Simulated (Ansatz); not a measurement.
# BBr2Cl (SMILES ClB(Br)Br): BCCD(T)/6-31G(d) (spherical functions)

Aim: the electronic atomisation energy of BBr2Cl at BCCD(T)/6-31G* (spherical functions), from 4 runs. 

The calculation is run with Ansatz 0.2.0.

51 further runs of the same task are left out: 2 that didn't finish, 49 set aside as unsound or not needed.

## 1. The structure to begin with

The species is BBr2Cl (4 atoms), meant as a singlet with charge 0. SMILES: `ClB(Br)Br`. The coordinates come from a PBE0-D4/def2-TZVP relaxation.

Bond lengths: Cl1–B2 1.732 Å, B2–Br3 1.899 Å, B2–Br4 1.899 Å. Angles: Cl1–B2–Br3 120.0°, Cl1–B2–Br4 120.0°, Br3–B2–Br4 119.9°.

## 2. The energy at BCCD(T)/6-31G(d) (spherical functions)

Contents of input.yaml:

```yaml
crystal:
  periodic: [false, false, false]
  atoms:
    - {symbol: Cl, position_ang: [-0.203300, -1.644940, 0.633550]}
    - {symbol: B, position_ang: [-0.004820, -0.039040, 0.015030]}
    - {symbol: Br, position_ang: [1.283490, 1.123730, 0.785650]}
    - {symbol: Br, position_ang: [-1.075360, 0.560270, -1.434250]}
basis:
  gaussian:
    orbitals: 6-31G_st_-spherical.json
correlation:
  method: bccd_t
  frozen_orbitals: {B: 1, Br: 9, Cl: 5}
accuracy: high
scf:
  omitted_lower_state_checks: [cluster_reference, increment]
```

The basis set 6-31G* is read from a file made from the Basis Set Exchange's data (not shown).

On the command line:

```
ansatz run input.yaml --threads 1 --pin off --max-ram 3480MiB --events-out events.jsonl --progress --plain --runs-dir runs
```

Log:

```text
Warning: RAYON_NUM_THREADS=1 ignored (pool sized by the plan → 1); use --threads N
[... 12 lines left out ...]
24 core orbitals not correlated: weight in the atoms' cores, before any rotation towards them, 1.000 or more for the frozen orbitals, at most 0.000 for the correlated occupied ones
[... 22 lines left out ...]
Total energy: -153178.80629026 eV, -5629.2173028429 hartree
Checks for a lower state left out: cluster_reference, increment
```

Run time: 26 s. Hardware: 1 thread of Arm Neoverse V1, shared host; peak memory 0.56 GiB.

## 3. The B atom at the same level

Contents of run.yaml:

```yaml
crystal:
  periodic: [false, false, false]
  atoms:
    - symbol: B
      position_ang: [0.000000, 0.000000, 0.000000]
basis:
  gaussian:
    orbitals: 6-31G_st_-spherical.json
total_charge: 0
magnetization:
  spin_polarized: true
  initial_magnetization: 1
correlation:
  method: bccd_t
  frozen_orbitals: {B: 1}
accuracy: high
scf:
  omitted_lower_state_checks: [cluster_reference, increment]
```

The basis set 6-31G* is read from a file made from the Basis Set Exchange's data (not shown).

On the command line:

```
ansatz run run.yaml --threads 1 --pin off --max-ram 3480MiB --events-out events.jsonl --progress --plain --runs-dir runs
```

Log:

```text
Warning: RAYON_NUM_THREADS=1 ignored (pool sized by the plan → 1); use --threads N
[... 13 lines left out ...]
1 core orbitals not correlated: weight in the atoms' cores, before any rotation towards them, 1.000 or more for the frozen orbitals, at most 0.000 for the correlated occupied ones
[... 19 lines left out ...]
Total energy: -668.83070142 eV, -24.5790749274 hartree
Checks for a lower state left out: cluster_reference, increment
```

It took 0.26 s on 1 thread of Arm Neoverse V1, shared host.

## 4. The Br atom at the same level

Contents of run.yaml:

```yaml
crystal:
  periodic: [false, false, false]
  atoms:
    - symbol: Br
      position_ang: [0.000000, 0.000000, 0.000000]
basis:
  gaussian:
    orbitals: 6-31G_st_-spherical.json
magnetization:
  spin_polarized: true
  initial_magnetization: 1
correlation:
  method: bccd_t
  frozen_orbitals: {Br: 9}
accuracy: high
scf:
  omitted_lower_state_checks: [cluster_reference, increment]
```

The basis set 6-31G* is read from a file made from the Basis Set Exchange's data (not shown).

Run the same way, it converges to -2572.31836 Eh (log not shown).

## 5. The Cl atom, same level

Contents of in.yaml:

```yaml
crystal:
  periodic: [false, false, false]
  atoms:
    - symbol: Cl
      position_ang: [0.000000, 0.000000, 0.000000]
basis:
  gaussian:
    orbitals: 6-31G_st_-spherical.json
magnetization:
  spin_polarized: true
  initial_magnetization: 1
correlation:
  method: bccd_t
  frozen_orbitals: {Cl: 5}
accuracy: high
scf:
  omitted_lower_state_checks: [cluster_reference, increment]
```

The basis set 6-31G* is read from a file made from the Basis Set Exchange's data (not shown).

Run the same way, it converges to -459.56747 Eh (log not shown).

## 6. Summary of results

Level: BCCD(T)/6-31G* (spherical functions), 24 core orbitals frozen.

| quantity | value |
| --- | --- |
| molecule: total energy | -5629.21730 Eh |
| molecule: correlation energy (24 core orbitals frozen) | -739.9 mEh |
| molecule: (T) correction | -18.83 mEh |
| B atom: total energy | -24.57907 Eh |
| B atom: correlation energy (1 core orbital frozen) | -57.1 mEh |
| B atom: (T) correction | -0.79 mEh |
| B atom: ⟨S²⟩ of the reference determinant | 0.754 |
| Br atom: total energy | -2572.31836 Eh |
| Br atom: correlation energy (9 core orbitals frozen) | -234.6 mEh |
| Br atom: (T) correction | -2.70 mEh |
| Br atom: ⟨S²⟩ of the reference determinant | 0.756 |
| Cl atom: total energy | -459.56747 Eh |
| Cl atom: correlation energy (5 core orbitals frozen) | -121.0 mEh |
| Cl atom: (T) correction | -1.57 mEh |
| Cl atom: ⟨S²⟩ of the reference determinant | 0.755 |
| electronic atomisation energy | 11.811 eV |

Taking the molecule apart into free atoms costs 11.81 eV (1140 kJ/mol), before zero-point energy and without spin-orbit coupling. The triples (molecule) make up 2.5 % of the correlation energy. The triples (B atom) make up 1.4 % of the correlation energy. The triples (Br atom) make up 1.1 % of the correlation energy. The triples (Cl atom) make up 1.3 % of the correlation energy.
